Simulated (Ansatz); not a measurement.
# MgF: the cost of one run

Program: Ansatz 0.2.0. Level of theory: DFT PBE, scalar-relativistic, plane waves, PAW. These are calculated values, not measurements.

3 further runs of the same task are left out: 3 set aside as unsound or not needed.

**1. The system as given**

The structure is orthorhombic, space group Cmcm (No. 63). Conventional cell: a = 3.650 Å, b = 9.618 Å, c = 3.635 Å, α = 90.00°, β = 90.00°, γ = 90.00°. Mg (site symmetry m2m) has 7 F at 2.66 to 2.82 Å as nearest neighbours. Around F (site symmetry m2m) lie 2 F at 2.35 Å and 7 Mg at 2.66 to 2.82 Å.

As a file:

```xyz
4
Lattice="1.8252 -4.8088 0.0000 1.8252 4.8088 0.0000 0.0000 0.0000 3.6348" Properties=species:S:1:pos:R:3 pbc="T T T"
Mg    1.8252    1.4003    2.7261
Mg    1.8252   -1.4003    0.9087
F     1.8252    4.0625    2.7261
F     1.8252   -4.0625    0.9087
```

This is candidate A: ZrSi type (Cmcm, No. 63).

(A quick probe on a coarse mesh, which set the mesh and smearing, is not shown.)

**3. A loose first relaxation (candidate A)**

input.yaml

```yaml
crystal:
  lattice:
    - [1.8251715438, -4.8087742294, 0.0]
    - [1.8251715438, 4.8087742294, 0.0]
    - [0.0, 0.0, 3.63482622]
  atoms:
    - { symbol: Mg, position: [0.3544, 0.6456, 0.75] }
    - { symbol: Mg, position: [0.6456, 0.3544, 0.25] }
    - { symbol: F, position: [0.0776, 0.9224, 0.75] }
    - { symbol: F, position: [0.9224, 0.0776, 0.25] }
basis:
  ecutwfc: 420
kpoints:
  mp_grid: { grid: [6, 6, 6] }
hamiltonian:
  xc: pbe
scf:
  occupations: { method: gaussian, width: 0.1 }
  lower_state_search: "off"
output:
  forces: true
  stress: true
  eigenvalues: true
relax:
  adjacent_minimum: "off"
  f_tol: 0.04
  max_steps: 70
  cell: { stress_tol: 0.4 }
```

Started as:

```console
> ansatz run input.yaml --threads 1 --pin off --max-ram 2560MiB --backend cpu --events-out ev --progress --plain --runs-dir out
```

**Question.** How long does this run take on 1 thread of Arm Neoverse V2, shared host, and how much memory does it need?

About 2.1 min, with a peak of 0.37 GiB.
